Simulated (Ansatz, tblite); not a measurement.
# The cluster Ga₂Se₃: a ladder of methods and basis sets

The task here is to estimate one member of a computed series from the others.

Method: as each input shows; program: Ansatz 0.2.0, Gaussian basis.

Plan: GFN1-xTB, GFN2-xTB, PBE-D4/def2-TZVP, r2SCAN-D4/def2-TZVP, ωB97X-V/def2-TZVP, HSE06-D4/def2-TZVP, PBE+10HF/def2-SVP, PBE+15HF/def2-SVP, PBE+40HF/def2-SVP, PBE-D4/def2-SVP, PBE0-D4/def2-SVP, HF/STO-3G, HF/6-31G, B3LYP-D4/6-31G, PBE0-D4/def2-TZVPD, PBE-D4/def2-TZVPD, r2SCAN-D4/def2-TZVPD, CCSD(T)/def2-SVP, MP2/def2-TZVP, RPA/def2-TZVP.

4 further runs of the same task are left out: 2 that didn't finish, 2 set aside as unsound or not needed.

## The geometry

The geometry is that of the singlet, from an earlier relaxation (r2SCAN-D4/def2-SVP). At that level it is the lowest of the isomers that a small search found.

5 atoms, charge 0, spin multiplicity 1.

Bond lengths: Ga1–Se3 2.460 Å, Ga1–Se4 2.265 Å, Ga1–Se5 2.239 Å, Ga2–Se3 2.538 Å, Ga2–Se5 2.584 Å, Se3–Se4 2.618 Å. Angles: Se3–Ga1–Se4 67.1°, Se3–Ga1–Se5 113.7°, Se4–Ga1–Se5 179.2°, Se3–Ga2–Se5 100.4°, Ga1–Se3–Ga2 71.6°, Ga1–Se3–Se4 52.9°, Ga2–Se3–Se4 124.5°, Ga1–Se4–Se3 60.0°, Ga1–Se5–Ga2 74.3°.

PBE0-D4/def2-TZVP was run before; its log isn't repeated, and its numbers join the tables.

The first run:

Tight binding, by tblite at 300 K electronic temperature and without a spin-polarisation term:

```python
tblite.interface.Calculator('GFN1-xTB', numbers, positions, charge=0, uhf=0).singlepoint()
```

Tight binding, by tblite at 300 K electronic temperature and without a spin-polarisation term:

```python
tblite.interface.Calculator('GFN2-xTB', numbers, positions, charge=0, uhf=0).singlepoint()
```

start.molden holds the orbitals of an earlier run on this state, given as this run's starting guess.

File in.yaml:

```yaml
crystal:
  periodic: [false, false, false]
  atoms:
    - {symbol: Ga, position_ang: [-0.795330, 0.513775, -0.018862]}
    - {symbol: Ga, position_ang: [2.103069, 0.133518, 0.073820]}
    - {symbol: Se, position_ang: [0.325059, -1.675720, -0.016572]}
    - {symbol: Se, position_ang: [-2.251387, -1.219752, -0.096092]}
    - {symbol: Se, position_ang: [0.618588, 2.248189, 0.057715]}
basis:
  gaussian: {orbitals: def2-TZVP, initial_orbitals: start.molden}
hamiltonian: {xc: pbe, dispersion: d4}
scf: {omitted_lower_state_checks: [starts]}
output: {orbitals: {seedname: orbitals}}
```

On the command line:

```
> ansatz run in.yaml --threads 4 --pin off --events-out ev --progress --plain --max-ram 4787MiB
```

Steps of the session up to this table: PBE-D4/def2-TZVP; r2SCAN-D4/def2-TZVP; ωB97X-V/def2-TZVP; HSE06-D4/def2-TZVP; PBE+10HF/def2-SVP; PBE+15HF/def2-SVP; PBE+40HF/def2-SVP; PBE-D4/def2-SVP; PBE0-D4/def2-SVP; HF/STO-3G; HF/6-31G; B3LYP-D4/6-31G; PBE0-D4/def2-TZVPD; PBE-D4/def2-TZVPD; r2SCAN-D4/def2-TZVPD; CCSD(T)/def2-SVP; MP2/def2-TZVP; RPA/def2-TZVP.

One table of the session follows, with a row left open; its other results are not shown here.

```
               level  HOMO (eV)  gap (eV)
           HF/STO-3G      -5.66      8.24
            HF/6-31G      -8.27      7.35
     PBE-D4/def2-SVP      -5.52      1.63
    PBE-D4/def2-TZVP      -5.62      1.69
   PBE-D4/def2-TZVPD      -5.64      1.69
 r2SCAN-D4/def2-TZVP      -5.91      1.94
r2SCAN-D4/def2-TZVPD      -5.91      1.93
      B3LYP-D4/6-31G      -6.54      2.87
    PBE0-D4/def2-SVP      -6.66      3.34
   PBE0-D4/def2-TZVP      -6.68      3.36
  PBE0-D4/def2-TZVPD      -6.68      3.34
  HSE06-D4/def2-TZVP      -6.32      2.65
   ωB97X-V/def2-TZVP          ?         ?
   PBE+10HF/def2-SVP      -5.97      2.30
   PBE+15HF/def2-SVP      -6.20      2.65
   PBE+40HF/def2-SVP      -7.15      4.20
```

Estimate the missing values for ωB97X-V/def2-TZVP.

As computed: HOMO (eV): -8.45; gap (eV): 6.92. In the column «HOMO (eV)» it is the lowest.
